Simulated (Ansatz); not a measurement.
# MoRu2: the cost of one run

Computed with Ansatz 0.2.0 (DFT PBE, scalar-relativistic, plane waves, PAW, unless a step's input says otherwise).

2 further runs of the same task are left out: 1 that didn't finish, 1 set aside as unsound or not needed.

## 1. The system as given

The structure is cubic, space group Fm-3m (No. 225). The conventional cell has a = 5.317 Å, b = 5.317 Å, c = 5.317 Å, α = 90.00°, β = 90.00°, γ = 90.00°. Mo (site symmetry m-3m) is surrounded by 8 Ru at 2.30 Å. Ru (site symmetry -43m) is surrounded by 4 Mo at 2.30 Å.

Structure file:

```
CELL_PARAMETERS angstrom
0.00000 2.65864 2.65864
2.65864 0.00000 2.65864
2.65864 2.65864 0.00000
ATOMIC_POSITIONS crystal
Mo 0.00000 0.00000 0.00000
Ru 0.25000 0.25000 0.25000
Ru 0.75000 0.75000 0.75000
```

The cell is invented: species swapped into a database cell of ErH2 (Fm-3m, No. 225), with Mo on the Er sites and Ru on the H sites. Its size is a rough estimate.

## 2. The guess as it stands, on a coarse mesh

File input.yaml:

```yaml
crystal:
  lattice:
    - [0.0, 2.65863786, 2.65863786]
    - [2.65863786, 0.0, 2.65863786]
    - [2.65863786, 2.65863786, 0.0]
  atoms:
    - { symbol: Mo, position: [0.0, 0.0, 0.0] }
    - { symbol: Ru, position: [0.25, 0.25, 0.25] }
    - { symbol: Ru, position: [0.75, 0.75, 0.75] }
basis:
  ecutwfc: 420
kpoints:
  mp_grid: { grid: [6, 6, 6] }
hamiltonian:
  xc: pbe
scf:
  occupations: { method: gaussian, width: 0.1 }
  lower_state_search: "off"
output:
  forces: true
  stress: true
  eigenvalues: true
```

On the command line:

```bash
$ ansatz run input.yaml --threads 1 --pin off --max-ram 2048MiB --backend cpu --events-out ev --progress --plain --runs-dir out
```

What time and memory should one allow on 1 thread of Arm Neoverse V2, shared host?

About 1.1 s, with a peak of 0.29 GiB.
